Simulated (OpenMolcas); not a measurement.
# [SiCl3]+ (SMILES Cl[Si+](Cl)Cl) in OpenMolcas

Wanted: the energy of [SiCl3]+.

The results are computed with OpenMolcas 26.06.

**1. The molecule**

The species is [SiCl3]+ (4 atoms), meant as a singlet with charge +1. As SMILES, `Cl[Si+](Cl)Cl`. The shape is that of a PBE0-D4/def2-TZVP optimisation.

Bond lengths: Cl1–Si2 1.947 Å, Si2–Cl3 1.947 Å, Si2–Cl4 1.947 Å. Angles: Cl1–Si2–Cl3 120.0°, Cl1–Si2–Cl4 120.0°, Cl3–Si2–Cl4 120.0°.

**2. The run**

File coord.xyz:

```xyz
4

Cl    -1.556000    -0.622300     0.990900
Si     0.000000    -0.000100    -0.000100
Cl     1.772000    -0.669600     0.449500
Cl    -0.216000     1.292000    -1.440300
```

File step19.inp:

```
* Cl3Si CASPT2
>>> EXPORT MOLCAS_PRINT=2

&GATEWAY
  Coord = coord.xyz
  Basis = ANO-XS-VDZ
  Group = NoSym

&SEWARD
  Relativistic = R02E00

&RASSCF
  FileOrb = $CurrDir/step2.RasOrb
  Spin = 1
  Nactel = 7 0 0
  Inactive = 29
  Ras2 = 4
  OrbListing = Nothing
  OrbAppear = Compact

&CASPT2
```

Run with:

```console
export MOLCAS_MEM=1860
pymolcas step19.inp > step19.log
```

What it wrote:

```text
--- Start Module: gateway ---

                                              &GATEWAY

                       available to each process: 1.9 GB of memory, 1 thread

++    Symmetry information:
      ---------------------

                    Character Table for C1

                             E
                    a        1  x, y, xy, Rz, z, xz, Ry, yz, Rx, I
--

++    Basis set information:
      ----------------------

      Basis set label: CL.ANO-XS...4S3P.

      Electronic valence basis set:
      ------------------
      Associated Effective Charge  17.000000 au
      Associated Actual Charge     17.000000 au
      Nuclear Model: Finite nucleus - Gaussian distribution
        Gaussian exponent, Xi/bohr**(-2):  3.84638E+08

      Shell  nPrim  nBasis  Cartesian Spherical Contaminant
         s      11       4        X
         p       7       3        X

      Basis set label: SI.ANO-XS...4S3P.

      Electronic valence basis set:
      ------------------
      Associated Effective Charge  14.000000 au
      Associated Actual Charge     14.000000 au
      Nuclear Model: Finite nucleus - Gaussian distribution
        Gaussian exponent, Xi/bohr**(-2):  4.34677E+08

      Shell  nPrim  nBasis  Cartesian Spherical Contaminant
         s      11       4        X
         p       7       3        X

[... 70 lines left out ...]
                         - contact operators
                  Orbital angular momentum around ( -0.0000   0.0000   0.0000 )
                  Velocity quadrupole around ( -0.0000   0.0000   0.0000 )
                  Two-Electron Repulsion integrals

                   Integrals are discarded if absolute value <: 1.00E-14
                   Integral cutoff threshold is set to       <: 1.00E-16

            Nuclear Potential Energy            330.12715085 au

      Basis set specifications :
      Symmetry species         a
      Basis functions           52

--- Stop Module: seward /rc=_RC_ALL_IS_WELL_ ---
--- Module seward spent 1 second ---

--- Start Module: rasscf ---

                                              &RASSCF

                       available to each process: 1.9 GB of memory, 1 thread

 ******************** ERROR *********************
 ###############################################################################
 ###    ERROR: No such wave function.                                        ###
 ###############################################################################
 The following combined specifications are wrong.
 Nr of active electrons NACTEL=   7
 Nr of active orbitals     NAC=   4
 Spin degeneracy         ISPIN=   1
 There can be no such wave function.
 ************************************************
--- Stop Module: rasscf /rc=_RC_INPUT_ERROR_ ---

.####################.
.# User input error #.
.####################.

    Timing: Wall=1.92 User=1.38 System=0.49
```

Run time: 2.2 s. Hardware: 1 thread of AMD EPYC 7R43 (Zen 3), shared host; peak memory 0.39 GiB.

**3. Reading the log**

The job stopped with an error part of the way.

The telling line is `ERROR: No such wave function.`. What is wrong: wrong electron count.
